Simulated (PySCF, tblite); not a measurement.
# C₅H₈NO₂−: geometry, infrared bands and NMR shifts

Aim: predict the infrared bands and NMR shifts of C₅H₈NO₂− (`C=NC[C@H](C)C(=O)[O-]`).

The runs use tblite 0.8.0 and PySCF 2.14.0, with density-fitted response routines of our own; the level of theory stands in each step. All values are computed, except where a source is named. Atoms are numbered from 0 throughout.

### 1 The molecule as given

16 atoms, charge -1, multiplicity 1; geometry from: force field or distance geometry start.

Bonds of the start (Å): C0–N1 1.28, N1–C2 1.40, C2–C3 1.53, C3–C4 1.51, C3–C5 1.49, C5–O6 1.27, C5–O7 1.38, C0–H8 1.10, C0–H9 1.07, C2–H10 1.08, C2–H11 1.12, C3–H12 1.12, C4–H13 1.11, C4–H14 1.12, C4–H15 1.11.

### 2 Geometry optimisation with GFN2-xTB

What the job is given:

```
{"job": {"kind": "relax", "xc": "GFN2-xTB", "basis": "xTB"}, "charge": -1, "multiplicity": 1}
C      2.817100     0.070600     0.227000
N      1.610300     0.492900     0.293000
C      0.553500    -0.296500    -0.184400
C     -0.687000    -0.025000     0.660900
C     -1.845100    -0.860400     0.169500
C     -1.012500     1.411600     0.460900
O     -0.492800     2.096400    -0.467900
O     -1.887400     2.057800     1.304800
H      3.617900     0.714000     0.624900
H      3.115200    -0.871500    -0.191100
H      0.761100    -1.360300    -0.186700
H      0.313600     0.043900    -1.227800
H     -0.511500    -0.229900     1.745700
H     -2.046500    -1.737200     0.812000
H     -1.539800    -1.233600    -0.843100
H     -2.773800    -0.264000     0.058400
```

Started as:

```bash
> OMP_NUM_THREADS=1 python probes_run.py task.json out
```

This one command runs all jobs of the session in turn.

**Question.** This job is followed by: GFN2-xTB harmonic vibrations, gas phase; GIAO PBE0/pcSseg-1 NMR shielding, non-relativistic, gas phase. Predict these results of the whole session: strongest single infrared mode (GFN2-xTB); zero-point energy (GFN2-xTB); 13C shifts against TMS (PBE0/pcSseg-1); 1H shifts against TMS (PBE0/pcSseg-1, means over atoms taken as alike); 15N shifts against NH3 (PBE0/pcSseg-1); 17O shifts against H2O (PBE0/pcSseg-1).

As calculated:

| quantity | value |
| --- | --- |
| strongest single infrared mode (GFN2-xTB) | 1802 cm⁻¹, 609 km/mol |
| zero-point energy (GFN2-xTB) | 77.4 kcal/mol |
| 13C shifts against TMS (PBE0/pcSseg-1) | 168.9, 142.9, 77.2, 46.0, 18.6 ppm |
| 1H shifts against TMS (PBE0/pcSseg-1, means over atoms taken as alike) | 7.24, 6.72, 5.68, 2.32, 1.73, 0.74 ppm |
| 15N shifts against NH3 (PBE0/pcSseg-1) | 442.0 ppm |
| 17O shifts against H2O (PBE0/pcSseg-1) | 318.5, 316.3 ppm |

**Reading.** The optimisation took 173 steps and gained 1.355 eV; among the close pairs (by a distance rule), C5–O7 changed most, from 1.377 to 1.234 Å. No mode is imaginary among the 42: a minimum at this level. The strongest single mode, at 1802 cm⁻¹, moves mainly C5. GFN2-xTB is a fitted tight-binding method: band positions and strengths are rough. Its intensities can rank the bands wrongly. At PBE0/pcSseg-1: The largest span, 829 ppm, is at N1, where the paramagnetic term is -504 ppm.
